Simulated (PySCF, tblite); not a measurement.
# C5H3F5O: geometry, infrared bands, NMR shifts, spin-spin couplings and electronic excitations

What infrared bands, NMR shifts, spin-spin couplings and electronic excitations should C5H3F5O (`FC1=C[C@](F)(C(F)(F)F)OC1`) show?

Computed with tblite 0.8.0 and PySCF 2.14.0, with density-fitted response routines of our own, on a single molecule in the gas phase. Atoms count from 0, in the outputs and in this text.

## Step 1: Starting geometry

14 atoms, charge 0, multiplicity 1; geometry from: force field or distance geometry start.

Bonds of the start (Å): F0–C1 1.37, C1–C2 1.31, C2–C3 1.49, C3–F4 1.36, C3–C5 1.52, C5–F6 1.38, C5–F7 1.38, C5–F8 1.39, C3–O9 1.39, O9–C10 1.39, C10–C1 1.51, C2–H11 1.10, C10–H12 1.10, C10–H13 1.10.

## Step 2: Relaxing the molecule with GFN2-xTB

What the job is given:

```
{"job": {"kind": "relax", "xc": "GFN2-xTB", "basis": "xTB"}, "charge": 0, "multiplicity": 1}
F      2.326700     1.816800     0.488700
C      1.362700     0.916700     0.127400
C      0.053900     1.026000     0.159000
C     -0.546600    -0.248300    -0.337800
F     -0.768600    -0.185000    -1.674100
C     -1.808100    -0.548500     0.448600
F     -2.661700     0.513700     0.220200
F     -1.593100    -0.635700     1.811800
F     -2.389600    -1.694600    -0.083800
O      0.479700    -1.140900    -0.056900
C      1.663200    -0.477800    -0.370700
H     -0.511300     1.913600     0.474200
H      1.861800    -0.434500    -1.450000
H      2.530400    -0.822100     0.221200
```

Command:

```sh
$ OMP_NUM_THREADS=2 python probes_run.py task.json out
```

The driver reads the jobs from task.json and runs them one after another.

**Question.** This job is followed by: GFN2-xTB harmonic vibrations, gas phase; PBE0-D3(BJ)/def2-SVP geometry optimisation, gas phase; GIAO PBE0/pcSseg-1 NMR shielding, non-relativistic, gas phase; B3LYP/pcJ-1 indirect spin-spin coupling, non-relativistic, gas phase; TDDFT wB97X-D/def2-SVPD, vertical, gas phase, core orbitals frozen in the response; GIAO PBE/pcSseg-2 NMR shielding, non-relativistic, gas phase. What will the session give for the following? strongest single infrared mode (GFN2-xTB); zero-point energy (GFN2-xTB); point group; rotational constants (main isotopes); ¹³C shifts against TMS (PBE0/pcSseg-1); ¹H shifts against TMS (PBE0/pcSseg-1); ¹⁹F shifts against CFCl3 (PBE0/pcSseg-1, means over atoms taken as alike); ¹⁷O shifts against H2O (PBE0/pcSseg-1); surface potential, 1st and 99th percentile; largest coupling of the table (B3LYP/pcJ-1); lowest singlet (wB97X-D/def2-SVPD); lowest triplet; range of the shift of F0.

As calculated:

```
                                                                 quantity                                 value
                                strongest single infrared mode (GFN2-xTB)                 1095 cm⁻¹, 295 km/mol
                                             zero-point energy (GFN2-xTB)                         48.4 kcal/mol
                                                              point group                                    C1
                                     rotational constants (main isotopes)                  2.06, 0.78, 0.76 GHz
                                   ¹³C shifts against TMS (PBE0/pcSseg-1)  176.5, 125.6, 118.7, 102.9, 71.3 ppm
                                    ¹H shifts against TMS (PBE0/pcSseg-1)                  5.47, 4.75, 4.61 ppm
¹⁹F shifts against CFCl3 (PBE0/pcSseg-1, means over atoms taken as alike)             -98.1, -119.1, -121.2 ppm
                                   ¹⁷O shifts against H2O (PBE0/pcSseg-1)                              82.0 ppm
                                    surface potential, 1st and 99th percentile                    -0.96 V and 1.46 V
                              largest coupling of the table (B3LYP/pcJ-1)              ¹J(F,C) F0–C1, -363.8 Hz
                                       lowest singlet (wB97X-D/def2-SVPD)           7.34 eV (169 nm), f = 0.269
                                                           lowest triplet                               4.64 eV
                                                 range of the shift of F0                  -134.3 to -119.1 ppm
```

What this shows: No mode is imaginary among the 36: a minimum at this level. The strongest single mode, at 1095 cm⁻¹, moves mainly C5. GFN2-xTB is a fitted tight-binding method: band positions and strengths are rough. Its intensities can rank the bands wrongly. The optimisation took 5 steps and gained 0.135 eV; among the close pairs (by a distance rule), C3–F4 changed most, from 1.409 to 1.368 Å (PBE0/def2-SVP). No frequency check was run at this level, so the end point may be a saddle. The most deshielded hydrogen is H11 (hydrogen on an alkene CH), at 5.47 ppm: a vinylic proton, deshielded by the sp2 carbon and the C=C anisotropy. At PBE0/pcSseg-1: The largest span, 268 ppm, is at F0, where the paramagnetic term is -174 ppm. In the run at B3LYP/pcJ-1, the largest coupling of the table is F0–C1, -363.8 Hz, of which the Fermi-contact term gives -337.1 Hz. Couplings across rotatable bonds belong to this one conformer; where others are populated, the observed values are averages. Density functionals describe couplings to fluorine poorly, F–F couplings above all, so those rows are rough. The lowest singlet, at 7.34 eV, is HOMO→LUMO 0.79, HOMO−1→LUMO 0.17 and is bright. The lowest triplet lies 2.69 eV below the lowest singlet (triplets in Tamm-Dancoff, singlets in full TDDFT). In ppm, F0 moves most: its shift spreads over 15.2 ppm, from -134.3 (PBE/pcSseg-2) to -119.1 (PBE0/pcSseg-1).
